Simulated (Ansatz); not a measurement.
# BiRu: a trial structure relaxed

Where does this trial cell of BiRu go when cell and atoms are let free, and does the end survive a random kick?

Method: DFT PBE, scalar-relativistic, plane waves, PAW, in Ansatz 0.2.0.

### 1 Starting point

The structure is cubic, space group Pm-3m (No. 221). The conventional cell has a = 3.547 Å, b = 3.547 Å, c = 3.547 Å, α = 90.00°, β = 90.00°, γ = 90.00°. Bi (site symmetry m-3m) is surrounded by 8 Ru at 3.07 Å. Ru (site symmetry m-3m) has 8 Bi at 3.07 Å as nearest neighbours.

Coordinates:

```xyz
2
Lattice="3.5467 0.0000 0.0000 0.0000 3.5467 0.0000 0.0000 0.0000 3.5467" Properties=species:S:1:pos:R:3 pbc="T T T"
Bi    0.0000    0.0000    0.0000
Ru    1.7734    1.7734    1.7734
```

The cell is invented: species swapped into a database cell of YbTl (Pm-3m, No. 221), with Ru on the Yb sites and Bi on the Tl sites. The dimensions are guesses.

### 2 A first look at the guess

input.yaml

```yaml
crystal:
  lattice:
    - [3.54674444, 0.0, 0.0]
    - [0.0, 3.54674444, 0.0]
    - [0.0, 0.0, 3.54674444]
  atoms:
    - { symbol: Bi, position: [0.0, 0.0, 0.0] }
    - { symbol: Ru, position: [0.5, 0.5, 0.5] }
basis:
  ecutwfc: 420
kpoints:
  mp_grid: { grid: [6, 6, 6] }
hamiltonian:
  xc: pbe
scf:
  occupations: { method: gaussian, width: 0.1 }
  lower_state_search: "off"
output:
  forces: true
  stress: true
  eigenvalues: true
```

Command:

```console
ansatz run input.yaml --threads 1 --pin off --max-ram 2048MiB --backend cpu --events-out ev --progress --plain --runs-dir out
```

The session goes on with these runs: rough relaxation on the coarse mesh; spin check on a coarse mesh; full relaxation; kick test: the unmoved cell on a coarse mesh; random kick, then relaxation.

What does the calculation give? Wanted: conventional cell; volume; energy over the elements; gap on the mesh; total moment.

**Answer**, as computed:

| quantity | value |
| --- | --- |
| symmetry at the end (tolerance 0.05 Å) | space group Pm-3m (No. 221) |
| conventional cell | a = 3.395 Å, b = 3.395 Å, c = 3.395 Å, α = 90.00°, β = 90.00°, γ = 90.00° |
| volume | 19.56 Å³/atom |
| energy over the elements | +0.53 eV/atom |
| gap on the mesh | none (metal) |
| total moment | 0.54 μB/cell |

What this shows: The space group Pm-3m (No. 221) is kept, and the volume per atom shrinks by 12.3 % from the first guess. With a positive formation energy it can't be a ground state. The kicked cell came back to the same energy, so the end is stable against the distortions that fit this cell and this draw; modes that don't fit the cell aren't tested. The runs treat Bi without spin-orbit coupling. Other magnetic orders were not searched.
